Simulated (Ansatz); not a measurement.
# H8OSi2Sn: how energies converge with the basis set

Aim: see how fast density functionals converge with the basis set for H8OSi2Sn.

Method: one geometry, several basis sets; program: Ansatz 0.2.0, Gaussian basis.

Levels to be run: PBE0-D4/def2-SVP; ωB97M-V/def2-SVP; PBE0-D4/def2-QZVPP; ωB97M-V/def2-QZVPP; the functionals' def2-TZVPP values are taken from earlier runs.

## Step 1: The relaxed structure

The geometry comes from an earlier relaxation with PBE0-D4 in a triple-zeta def2 set; it is a stationary point, not always the lowest conformer. Sn takes the def2 core potential; no spin-orbit term is included.

12 atoms, charge 0, spin multiplicity 1.

Atoms are counted from 1 here; the program's logs count them from 0.

Bond lengths: O1–Si2 1.652 Å, O1–H5 0.960 Å, Si2–Si3 2.344 Å, Si2–H6 1.483 Å, Si2–H7 1.492 Å, Si3–Sn4 2.566 Å, Si3–H8 1.489 Å, Si3–H9 1.489 Å, Sn4–H10 1.707 Å, Sn4–H11 1.719 Å, Sn4–H12 1.706 Å. Angles: Si2–O1–H5 117.2°, O1–Si2–Si3 109.8°, O1–Si2–H6 105.7°, O1–Si2–H7 111.8°, Si3–Si2–H6 113.1°, Si3–Si2–H7 107.8°, H6–Si2–H7 108.8°, Si2–Si3–Sn4 105.6°, Si2–Si3–H8 111.8°, Si2–Si3–H9 112.4°, Sn4–Si3–H8 108.5°, Sn4–Si3–H9 109.7°, H8–Si3–H9 108.8°, Si3–Sn4–H10 111.9°, Si3–Sn4–H11 107.9°, Si3–Sn4–H12 113.7°, H10–Sn4–H11 106.8°, H10–Sn4–H12 108.9° and more.

Coordinates:

```csv
atom,x (Å),y (Å),z (Å)
O1,-1.9435,1.3001,-0.3211
Si2,-0.6897,1.5976,0.7123
Si3,0.4656,-0.3944,1.1520
Sn4,0.8515,-1.4876,-1.1374
H5,-1.7489,0.7967,-1.1145
H6,-1.3007,2.1959,1.9244
H7,0.2840,2.5704,0.1357
H8,-0.3387,-1.3258,1.9902
H9,1.7742,-0.1562,1.8213
H10,2.3057,-0.9604,-1.8587
H11,-0.4260,-0.9990,-2.1785
H12,0.8434,-3.1925,-1.0917
```

## Step 2: PBE0-D4 in def2-SVP

Input file in.yaml:

```yaml
crystal:
  periodic: [false, false, false]
  atoms:
    - {symbol: O, position_ang: [-1.943541, 1.300058, -0.321103]}
    - {symbol: Si, position_ang: [-0.689654, 1.597567, 0.712313]}
    - {symbol: Si, position_ang: [0.465640, -0.394436, 1.152048]}
    - {symbol: Sn, position_ang: [0.851547, -1.487591, -1.137420]}
    - {symbol: H, position_ang: [-1.748882, 0.796687, -1.114515]}
    - {symbol: H, position_ang: [-1.300700, 2.195904, 1.924436]}
    - {symbol: H, position_ang: [0.283964, 2.570407, 0.135700]}
    - {symbol: H, position_ang: [-0.338717, -1.325764, 1.990221]}
    - {symbol: H, position_ang: [1.774153, -0.156193, 1.821266]}
    - {symbol: H, position_ang: [2.305748, -0.960412, -1.858675]}
    - {symbol: H, position_ang: [-0.425968, -0.998959, -2.178498]}
    - {symbol: H, position_ang: [0.843411, -3.192468, -1.091674]}
basis:
  gaussian: {orbitals: def2-SVP}
hamiltonian: {xc: pbe0, dispersion: d4}
output: {orbitals: {seedname: orbitals}}
```

After this run come: ωB97M-V in def2-SVP; PBE0-D4 in def2-QZVPP; ωB97M-V in def2-QZVPP.

Before running them: what should the planned runs give, taken together? Wanted: PBE0-D4: double and triple zeta above quadruple; ωB97M-V: double and triple zeta above quadruple.

As calculated:

| quantity | value |
| --- | --- |
| PBE0-D4: double and triple zeta above quadruple | 9.29, 0.72 eV |
| ωB97M-V: double and triple zeta above quadruple | 9.43, 0.68 eV |

What this shows: PBE0-D4 gains 8.58 eV from double to triple zeta, then 0.72 eV more. These are total energies; as a rule much of such shifts cancels in differences, which this series doesn't test. The LUMO of ωB97M-V is positive and keeps falling with the basis (1.30 to 0.67 eV): an unbound level that the basis holds in place.
